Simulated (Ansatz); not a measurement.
# CHClInNO (SMILES O=C=[N][InH][Cl]) at 6 levels

Wanted: a comparison of 6 runs (HF/def2-SVP, B2PLYP/def2-SVP, BHLYP/def2-SVP, PBE/def2-SVP, revPBE/def2-SVP, RPA@PBE0/def2-SVP) of CHClInNO. 

Program for the calculation: Ansatz 0.2.0.

147 further runs of the same task are left out: 6 that didn't finish, 141 set aside as unsound or not needed. Runs told in other sessions of the task aren't counted.

**1. Starting point**

CHClInNO: 6 atoms, total charge 0, spin state singlet. SMILES: `O=C=[N][InH][Cl]`. The In4–H6 distance was set to 2.194 Å, away from the relaxed value.

Bond lengths: O1–C2 1.166 Å, C2–N3 1.205 Å, N3–In4 2.019 Å, In4–Cl5 2.315 Å. Angles: O1–C2–N3 176.3°, C2–N3–In4 136.4°, N3–In4–Cl5 111.3°.

**2. The energy at HF/def2-SVP (core potential) (run 1)**

Contents of in.yaml:

```yaml
basis:
  gaussian:
    orbitals: def2-SVP
crystal:
  periodic: [false, false, false]
  atoms:
    - {symbol: O, position_ang: [1.941769, -2.614519, -0.208869]}
    - {symbol: C, position_ang: [1.210369, -1.765019, 0.112331]}
    - {symbol: N, position_ang: [0.450469, -0.921019, 0.515131]}
    - {symbol: In, position_ang: [-0.430431, 0.733781, -0.235669]}
    - {symbol: Cl, position_ang: [0.186769, 1.087881, -2.438969]}
    - {symbol: H, position_ang: [-1.790100, 2.008300, 0.921200]}
hamiltonian:
  xc: hf
accuracy: high
output: {orbitals: {seedname: orbitals}}
```

Started as:

```
ansatz run in.yaml --threads 1 --pin off --max-ram 3480MiB --events-out events.jsonl --progress --plain --runs-dir runs
```

Log:

```text
Warning: RAYON_NUM_THREADS=1 ignored (pool sized by the plan → 1); use --threads N
Functional definition: HF
  name "HF"
  exchange = exact_x
  correlation = 0
2011 factors; integrals over basis functions are off by at most 7.7e-9 eV
mean field evaluation 1: about -22207.6394 eV, gradient 3.7e1 eV
mean field evaluation 2: about -22207.7676 eV, gradient 3.7e1 eV
mean field evaluation 4: about -22210.8488 eV, gradient 3.0e0 eV
mean field evaluation 8: about -22210.8904 eV, gradient 2.7e-1 eV
mean field evaluation 16: about -22210.8907 eV, gradient 2.6e-8 eV
mean field -22210.89070237 eV, -816.2351782296 hartree, gradient 2.6e-8 eV, S^2 0.000000; 0 other end points of the search recorded, 0 dependent functions left out
reference -22210.89070237 eV, -816.2351782296 hartree; 30, 30 occupied and 61, 61 virtual orbitals, 2011 factors
Total energy: -22210.89070237 eV, -816.2351782296 hartree
```

Wall time 4.2 s (1 thread of Arm Neoverse V1, shared host); peak memory 0.27 GiB.

**3. A single-point energy at B2PLYP/def2-SVP (core potential) (run 2)**

Contents of input.yaml:

```yaml
crystal:
  periodic: [false, false, false]
  atoms:
    - {symbol: O, position_ang: [1.941769, -2.614519, -0.208869]}
    - {symbol: C, position_ang: [1.210369, -1.765019, 0.112331]}
    - {symbol: "N", position_ang: [0.450469, -0.921019, 0.515131]}
    - {symbol: In, position_ang: [-0.430431, 0.733781, -0.235669]}
    - {symbol: Cl, position_ang: [0.186769, 1.087881, -2.438969]}
    - {symbol: H, position_ang: [-1.790100, 2.008300, 0.921200]}
basis:
  gaussian:
    orbitals: def2-SVP
total_charge: 0
hamiltonian:
  xc: {name: B2PLYP}
correlation:
  frozen_orbitals: {C: 1, Cl: 5, H: 0, In: 4, "N": 1, O: 1}
accuracy: high
output:
  orbitals: {seedname: orbitals}
```

Started as:

```
ansatz run input.yaml --threads 1 --pin off --max-ram 3480MiB --events-out events.jsonl --progress --plain --runs-dir runs
```

Log:

```text
Warning: RAYON_NUM_THREADS=1 ignored (pool sized by the plan → 1); use --threads N
Functional definition: B2PLYP
  name "B2PLYP"
  parameter a = 0.53
  parameter c = 0.27
  exchange = (1 - a)*b88_x + a*exact_x
  correlation = (1 - c)*lyp_c + c*(mp2_os + mp2_ss)
2011 factors; integrals over basis functions are off by at most 7.7e-9 eV
mean field evaluation 1: about -22253.6201 eV, gradient 4.6e1 eV
mean field evaluation 2: about -22253.9584 eV, gradient 4.6e1 eV
mean field evaluation 4: about -22258.1410 eV, gradient 3.3e0 eV
mean field evaluation 8: about -22258.1839 eV, gradient 4.8e-1 eV
mean field evaluation 16: about -22258.1844 eV, gradient 2.0e-4 eV
mean field -22258.18439778 eV, -817.9731894790 hartree, gradient 6.8e-8 eV, S^2 0.000000; 0 other end points of the search recorded, 0 dependent functions left out
12 core orbitals not correlated: weight in the atoms' cores, before any rotation towards them, 1.000 or more for the frozen orbitals, at most 0.000 for the correlated occupied ones
reference -22258.18442320 eV, -817.9731904134 hartree; 18, 18 occupied and 61, 61 virtual orbitals, 2011 factors
second order -23.00003319 eV of doubles, -0.00000000 eV of singles
Total energy: -22264.39443216 eV, -818.2014040335 hartree
```

Run time: 16 s. Hardware: 1 thread of Arm Neoverse V1, shared host; peak memory 0.33 GiB.

Run 3 isn't shown in full; the table further down has it.

**4. A single-point energy at PBE/def2-SVP (core potential) (run 4)**

in.yaml: that of step 2 with these lines changed.

```diff
@@ -12,5 +12,5 @@
     - {symbol: H, position_ang: [-1.790100, 2.008300, 0.921200]}
+accuracy: high
 hamiltonian:
-  xc: hf
-accuracy: high
+  xc: {name: PBE}
 output: {orbitals: {seedname: orbitals}}
```

Started as:

```
ansatz run in.yaml --threads 1 --pin off --max-ram 3480MiB --events-out events.jsonl --progress --plain --runs-dir runs
```

Log:

```text
Warning: RAYON_NUM_THREADS=1 ignored (pool sized by the plan → 1); use --threads N
Functional definition: PBE
  name "PBE"
  parameter kappa = 0.804
  parameter beta = 0.06672455060314922
  exchange = pbe_x(kappa = kappa, mu = beta*pi^2/3)
  correlation = pbe_c(beta = beta)
2011 factors; integrals over basis functions are off by at most 7.7e-9 eV
mean field evaluation 1: about -22262.0007 eV, gradient 6.2e1 eV
mean field evaluation 2: about -22160.5424 eV, gradient 1.6e2 eV
mean field evaluation 4: about -22268.4745 eV, gradient 2.7e1 eV
mean field evaluation 8: about -22270.0678 eV, gradient 4.5e-1 eV
mean field evaluation 16: about -22270.0597 eV, gradient 8.8e-5 eV
mean field -22270.05971413 eV, -818.4095993058 hartree, gradient 7.1e-8 eV, S^2 0.000000; 0 other end points of the search recorded, 0 dependent functions left out
reference -22270.05971815 eV, -818.4095994532 hartree; 30, 30 occupied and 61, 61 virtual orbitals, 2011 factors
Total energy: -22270.05971815 eV, -818.4095994532 hartree
```

Wall time 8.4 s (1 thread of Arm Neoverse V1, shared host); peak memory 0.23 GiB.

Run 5 isn't shown in full; the table further down has it.

**5. The energy at RPA@PBE0/def2-SVP (core potential) (run 6)**

Contents of in.yaml:

```yaml
crystal:
  periodic: [false, false, false]
  atoms:
    - {symbol: O, position_ang: [1.941769, -2.614519, -0.208869]}
    - {symbol: C, position_ang: [1.210369, -1.765019, 0.112331]}
    - {symbol: "N", position_ang: [0.450469, -0.921019, 0.515131]}
    - {symbol: In, position_ang: [-0.430431, 0.733781, -0.235669]}
    - {symbol: Cl, position_ang: [0.186769, 1.087881, -2.438969]}
    - {symbol: H, position_ang: [-1.790100, 2.008300, 0.921200]}
basis:
  gaussian: {orbitals: def2-SVP}
hamiltonian: {xc: pbe0}
correlation: {method: rpa, frozen_orbitals: {C: 1, Cl: 5, H: 0, In: 4, "N": 1, O: 1}}
accuracy: high
```

Started as:

```
ansatz run in.yaml --threads 1 --pin off --max-ram 3480MiB --events-out events.jsonl --progress --plain --runs-dir runs
```

Log:

```text
Warning: RAYON_NUM_THREADS=1 ignored (pool sized by the plan → 1); use --threads N
Functional definition: PBE0
  name "PBE0"
  parameter a = 0.25
  parameter kappa = 0.804
  parameter beta = 0.06672455060314922
  exchange = (1 - a)*pbe_x(kappa = kappa, mu = beta*pi^2/3) + a*exact_x
  correlation = pbe_c(beta = beta)
2011 factors; integrals over basis functions are off by at most 7.7e-9 eV
mean field evaluation 1: about -22265.2560 eV, gradient 5.1e1 eV
mean field evaluation 2: about -22265.4405 eV, gradient 5.1e1 eV
mean field evaluation 4: about -22270.6913 eV, gradient 6.3e0 eV
mean field evaluation 8: about -22270.8055 eV, gradient 5.2e-1 eV
mean field evaluation 16: about -22270.8159 eV, gradient 1.4e-4 eV
mean field -22270.81588189 eV, -818.4373879584 hartree, gradient 2.2e-8 eV, S^2 0.000000; 0 other end points of the search recorded, 0 dependent functions left out
12 core orbitals not correlated: weight in the atoms' cores, before any rotation towards them, 1.000 or more for the frozen orbitals, at most 0.000 for the correlated occupied ones
reference -22209.95691745 eV, -816.2008622668 hartree; 18, 18 occupied and 61, 61 virtual orbitals, 2011 factors
Total energy: -22235.39960218 eV, -817.1358636850 hartree
```

Wall time 20 s (1 thread of Arm Neoverse V1, shared host); peak memory 0.4 GiB.

**6. The series**

```
run                               level  frozen core orbitals  energy (Eh)  HOMO energy (eV)  LUMO energy (eV)  HOMO–LUMO gap (eV)  wall time
  1        HF/def2-SVP (core potential)                     –  -816.235178            -11.52              0.54               12.06      4.2 s
  2    B2PLYP/def2-SVP (core potential)                    12  -818.201404             -9.74             -1.60                8.14       16 s
  3     BHLYP/def2-SVP (core potential)                     –  -818.598023             -9.80             -1.93                7.87       12 s
  4       PBE/def2-SVP (core potential)                     –  -818.409599             -7.15             -3.63                3.52      8.4 s
  5    revPBE/def2-SVP (core potential)                     –  -818.700326             -7.09             -3.56                3.53      8.4 s
  6  RPA@PBE0/def2-SVP (core potential)                    12  -817.135864                 –                 –                   –       20 s
```

**7. Summary of results**

| quantity | value |
| --- | --- |
| run 6: total energy | -817.13586 Eh |
| run 6: RPA correlation energy (valence) | -935.0 mEh |

What this shows: Over runs 1, 2, 3, 4, 5 the HOMO–LUMO gap runs from 3.52 eV (PBE/def2-SVP) to 12.06 eV (HF/def2-SVP). Exact exchange widens orbital gaps. Totals of different functionals can't be ranked against each other. All runs together took 68 s, the longest 20 s.
